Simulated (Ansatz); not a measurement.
# Sb: the cost of one run

Computed with Ansatz 0.2.0 (DFT PBEsol, scalar-relativistic, unless a step's input says otherwise).

**1. The system as given**

Symmetry: Pm-3m, No. 221, cubic system. Conventional cell: a = 3.160 Å, b = 3.160 Å, c = 3.160 Å, α = 90.00°, β = 90.00°, γ = 90.00°. Sb (site symmetry m-3m) is surrounded by 6 Sb at 3.16 Å.

As a file:

```
CELL_PARAMETERS angstrom
3.16000 0.00000 0.00000
0.00000 3.16000 0.00000
0.00000 0.00000 3.16000
ATOMIC_POSITIONS crystal
Sb 0.00000 0.00000 0.00000
```

**2. Volume × 0.96, LAPW**

File input.yaml:

```yaml
crystal:
  lattice:
    - [3.117292062, 0.0, 0.0]
    - [0.0, 3.117292062, 0.0]
    - [0.0, 0.0, 3.117292062]
  atoms:
    - { symbol: Sb, position: [0.0, 0.0, 0.0] }
kpoints:
  mp_grid: { grid: [13, 13, 13] }
  band_path:
    path:
      - [0.0, 0.0, 0.0]
      - [0.0, 0.5, 0.0]
      - [0.5, 0.5, 0.0]
      - [0.0, 0.0, 0.0]
      - [0.5, 0.5, 0.5]
      - [0.0, 0.5, 0.0]
      - [0.5, 0.5, 0.5]
      - [0.5, 0.5, 0.0]
    npoints: 5
scf:
  occupations: { method: fermi_dirac, width: 0.05 }
hamiltonian:
  xc: pbesol
  pseudopotentials: { kind: all_electron, lapw: { basis_error: 0.001 } }
output:
  forces: true
  stress: true
  eigenvalues: true
```

Command:

```
> ansatz run input.yaml --threads 1 --pin off --max-ram 3072MiB --backend cpu --events-out ev --progress --plain --runs-dir out
```

What time and memory should one allow on 1 thread of Arm Neoverse V1, shared host?

About 7.6 s, with a peak of 0.26 GiB.
